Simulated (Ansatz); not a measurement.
# Sr4Ir: the cost of one run

Computed with Ansatz 0.2.0 (DFT PBE, scalar-relativistic, plane waves, PAW, unless a step's input says otherwise).

## Step 1: The system as given

The structure is cubic, space group Im-3m (No. 229). Conventional cell: a = 8.381 Å, b = 8.381 Å, c = 8.381 Å, α = 90.00°, β = 90.00°, γ = 90.00°. Around Sr (site symmetry -3m) lie 2 Ir at 3.63 Å. Ir (site symmetry m-3m) has 8 Sr at 3.63 Å as nearest neighbours.

As a file:

```
Sr Ir
1.0
    -4.19026    4.19026    4.19026
     4.19026   -4.19026    4.19026
     4.19026    4.19026   -4.19026
Sr Ir
4 1
Direct
  0.50000 0.50000 0.50000
  0.00000 0.00000 0.50000
  0.00000 0.50000 0.00000
  0.50000 0.00000 0.00000
  0.00000 0.00000 0.00000
```

A structure generator made this guess: random cell by space group and Wyckoff sites (Im-3m, No. 229). Lengths come from tabulated atomic sizes and are only a guess.

## Step 2: A first look at the guess

File input.yaml:

```yaml
crystal:
  lattice:
    - [-4.19026324, 4.19026324, 4.19026324]
    - [4.19026324, -4.19026324, 4.19026324]
    - [4.19026324, 4.19026324, -4.19026324]
  atoms:
    - { symbol: Sr, position: [0.5, 0.5, 0.5] }
    - { symbol: Sr, position: [0.0, 0.0, 0.5] }
    - { symbol: Sr, position: [0.0, 0.5, 0.0] }
    - { symbol: Sr, position: [0.5, 0.0, 0.0] }
    - { symbol: Ir, position: [0.0, 0.0, 0.0] }
basis:
  ecutwfc: 420
kpoints:
  mp_grid: { grid: [4, 4, 4] }
hamiltonian:
  xc: pbe
scf:
  occupations: { method: gaussian, width: 0.1 }
  lower_state_search: "off"
output:
  forces: true
  stress: true
  eigenvalues: true
```

The run is started by

```sh
$ ansatz run input.yaml --threads 1 --pin off --max-ram 2560MiB --backend cpu --events-out ev --progress --plain --runs-dir out
```

**Question.** How long does this run take on 1 thread of INTEL XEON PLATINUM 8581C at 2.10GHz (Emerald Rapids), shared host, and how much memory does it need?

About 3.1 s, with a peak of 0.53 GiB.
